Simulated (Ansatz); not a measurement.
# C6H17FO2SiSn: how energies converge with the basis set

How large a basis does C6H17FO2SiSn need? Two functionals are run in growing sets.

Method: one geometry, several basis sets; program: Ansatz 0.2.0, Gaussian basis.

Levels to be run: PBE0-D4/def2-SVP; ωB97M-V/def2-SVP; PBE0-D4/def2-QZVPP; ωB97M-V/def2-QZVPP; the functionals' def2-TZVPP values are taken from earlier runs.

1 further run of the same task is left out (for a known fault of the program).

## (1) Structure used throughout

All runs share one geometry, relaxed beforehand with PBE0-D4 in a triple-zeta def2 set. Sn takes the def2 core potential; no spin-orbit term is included.

SMILES `C[O][Sn]([F])([CH2][Si](C)(C)C)[O]C`, 28 atoms, charge 0, spin multiplicity 1.

Atoms are counted from 1 here; the program's logs count them from 0.

Bond lengths: C1–O2 1.410 Å, C1–H12 1.094 Å, C1–H13 1.096 Å, C1–H14 1.097 Å, O2–Sn3 1.950 Å, Sn3–F4 1.928 Å, Sn3–C5 2.100 Å, Sn3–O10 1.950 Å, C5–Si6 1.892 Å, C5–H15 1.093 Å, C5–H16 1.093 Å, Si6–C7 1.869 Å, Si6–C8 1.869 Å, Si6–C9 1.873 Å, C7–H17 1.093 Å, C7–H18 1.093 Å, C7–H19 1.094 Å, C8–H20 1.094 Å and more. Angles: O2–C1–H12 108.0°, O2–C1–H13 112.5°, O2–C1–H14 111.8°, H12–C1–H13 108.0°, H12–C1–H14 107.9°, H13–C1–H14 108.4°, C1–O2–Sn3 121.8°, O2–Sn3–F4 103.2°, O2–Sn3–C5 112.0°, O2–Sn3–O10 110.4°, F4–Sn3–C5 115.3°, F4–Sn3–O10 102.9°, C5–Sn3–O10 112.3°, Sn3–C5–Si6 113.7°, Sn3–C5–H15 106.0°, Sn3–C5–H16 106.2°, Si6–C5–H15 111.2°, Si6–C5–H16 111.3° and more.

## (2) PBE0-D4 in def2-SVP

Contents of in.yaml:

```yaml
crystal:
  periodic: [false, false, false]
  atoms:
    - {symbol: C, position_ang: [-0.633073, -1.360453, -3.335491]}
    - {symbol: O, position_ang: [-0.859911, -0.947596, -2.006660]}
    - {symbol: Sn, position_ang: [0.384806, -1.380405, -0.569973]}
    - {symbol: F, position_ang: [0.804401, -3.233234, -0.896372]}
    - {symbol: C, position_ang: [-0.421502, -0.962627, 1.323167]}
    - {symbol: Si, position_ang: [-0.740951, 0.877682, 1.623311]}
    - {symbol: C, position_ang: [-1.943062, 1.491859, 0.330178]}
    - {symbol: C, position_ang: [0.886262, 1.790530, 1.516219]}
    - {symbol: C, position_ang: [-1.479156, 1.058191, 3.334725]}
    - {symbol: O, position_ang: [2.095178, -0.489544, -0.859719]}
    - {symbol: C, position_ang: [2.950734, -0.848991, -1.921384]}
    - {symbol: H, position_ang: [-1.563028, -1.226584, -3.895230]}
    - {symbol: H, position_ang: [-0.344798, -2.415582, -3.403395]}
    - {symbol: H, position_ang: [0.143617, -0.757298, -3.821740]}
    - {symbol: H, position_ang: [-1.346500, -1.541480, 1.391853]}
    - {symbol: H, position_ang: [0.285557, -1.366972, 2.052465]}
    - {symbol: H, position_ang: [-2.123474, 2.563403, 0.451781]}
    - {symbol: H, position_ang: [-2.905462, 0.979859, 0.415127]}
    - {symbol: H, position_ang: [-1.573707, 1.323206, -0.685155]}
    - {symbol: H, position_ang: [1.382359, 1.625492, 0.555754]}
    - {symbol: H, position_ang: [1.573119, 1.459759, 2.300156]}
    - {symbol: H, position_ang: [0.732531, 2.865946, 1.640282]}
    - {symbol: H, position_ang: [-1.682446, 2.109290, 3.558038]}
    - {symbol: H, position_ang: [-2.421580, 0.511099, 3.420679]}
    - {symbol: H, position_ang: [-0.798860, 0.680248, 4.102344]}
    - {symbol: H, position_ang: [3.068762, -1.934310, -2.015573]}
    - {symbol: H, position_ang: [3.935572, -0.416287, -1.724053]}
    - {symbol: H, position_ang: [2.594623, -0.455180, -2.881344]}
basis:
  gaussian: {orbitals: def2-SVP}
hamiltonian: {xc: pbe0, dispersion: d4}
output: {orbitals: {seedname: orbitals}}
```

The run is started by

```
$ ansatz run in.yaml --threads 11 --pin off --events-out ev --progress --plain --max-ram 166912MiB --backend cpu
```

After this run come: ωB97M-V in def2-SVP; PBE0-D4 in def2-QZVPP; ωB97M-V in def2-QZVPP.

Q: Predict the results of all the runs planned. Wanted: PBE0-D4: double and triple zeta above quadruple; ωB97M-V: double and triple zeta above quadruple.

The runs gave:

```
                                       quantity           value
PBE0-D4: double and triple zeta above quadruple  20.05, 1.12 eV
ωB97M-V: double and triple zeta above quadruple  20.66, 1.06 eV
```

**Reading.** For PBE0-D4 the step from double to triple zeta gains 18.93 eV and the next only 1.12 eV. Total energies overstate the basis error of differences, where much of it tends to cancel. The LUMO of ωB97M-V is positive and keeps falling with the basis (1.41 to 0.76 eV): an unbound level that the basis holds in place.
